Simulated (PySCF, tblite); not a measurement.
# C₃H₅ClO₂S: infrared bands and NMR shifts

Aim: predict the infrared bands and NMR shifts of C₃H₅ClO₂S (`C/C=C/S(=O)(=O)Cl`).

Programs: tblite 0.8.0 and PySCF 2.14.0, with density-fitted response routines of our own. Each step states its level of theory. These are calculated values for one molecule in the gas phase, unless marked as measured. Atoms are numbered from 0 throughout.

### 1 The molecule as given

12 atoms, charge 0, multiplicity 1; geometry from: GFN2-xTB.

Bonds of the start (Å): C0–C1 1.48, C1–C2 1.32, C2–S3 1.77, S3–O4 1.43, S3–O5 1.43, S3–Cl6 2.05, C0–H7 1.09, C0–H8 1.09, C0–H9 1.09, C1–H10 1.08, C2–H11 1.07.

### 2 Infrared spectrum with GFN2-xTB

Job settings and geometry (Å):

```
{"job": {"kind": "ir", "xc": "GFN2-xTB", "basis": "xTB"}, "charge": 0, "multiplicity": 1}
C      2.010012    -0.231352    -0.264747
C      0.526897    -0.289349    -0.281820
C     -0.286464     0.552793     0.322325
S     -2.022421     0.255369     0.170894
O     -2.758597     1.476647     0.183755
O     -2.286057    -0.712954    -0.843709
Cl    -2.388305    -0.663126     1.964251
H      2.385548    -0.151875    -1.283807
H      2.369313     0.610284     0.320291
H      2.404121    -1.155777     0.154851
H      0.074956    -1.094988    -0.846263
H     -0.027806     1.403641     0.922081
```

**Question.** This job is followed by: GIAO PBE0/pcSseg-1 NMR shielding, non-relativistic, gas phase. Predict these results of the whole session: strongest single infrared mode (GFN2-xTB); zero-point energy (GFN2-xTB); 13C shifts against TMS (PBE0/pcSseg-1); 1H shifts against TMS (PBE0/pcSseg-1, means over atoms taken as alike); 33S shifts against CS2 (PBE0/pcSseg-1); 17O shifts against H2O (PBE0/pcSseg-1, means over atoms taken as alike); 35Cl shifts against HCl (PBE0/pcSseg-1).

As calculated:

| quantity | value |
| --- | --- |
| strongest single infrared mode (GFN2-xTB) | 1293 cm⁻¹, 339 km/mol |
| zero-point energy (GFN2-xTB) | 49.6 kcal/mol |
| 13C shifts against TMS (PBE0/pcSseg-1) | 153.6, 144.8, 19.6 ppm |
| 1H shifts against TMS (PBE0/pcSseg-1, means over atoms taken as alike) | 7.23, 6.59, 2.10 ppm |
| 33S shifts against CS2 (PBE0/pcSseg-1) | 327 ppm |
| 17O shifts against H2O (PBE0/pcSseg-1, means over atoms taken as alike) | 293.1 ppm |
| 35Cl shifts against HCl (PBE0/pcSseg-1) | 632 ppm |

What this shows: All 30 modes are real, so the xTB geometry is a minimum. The strongest single mode, at 1293 cm⁻¹, has its largest shares on S3, O4 and O5 (the list is cut at 3 atoms). Unscaled tight-binding wavenumbers are off by several per cent, some by more. Its intensities can rank the bands wrongly. At PBE0/pcSseg-1: The largest span, 1040 ppm, is at Cl6, where the paramagnetic term is -828 ppm.
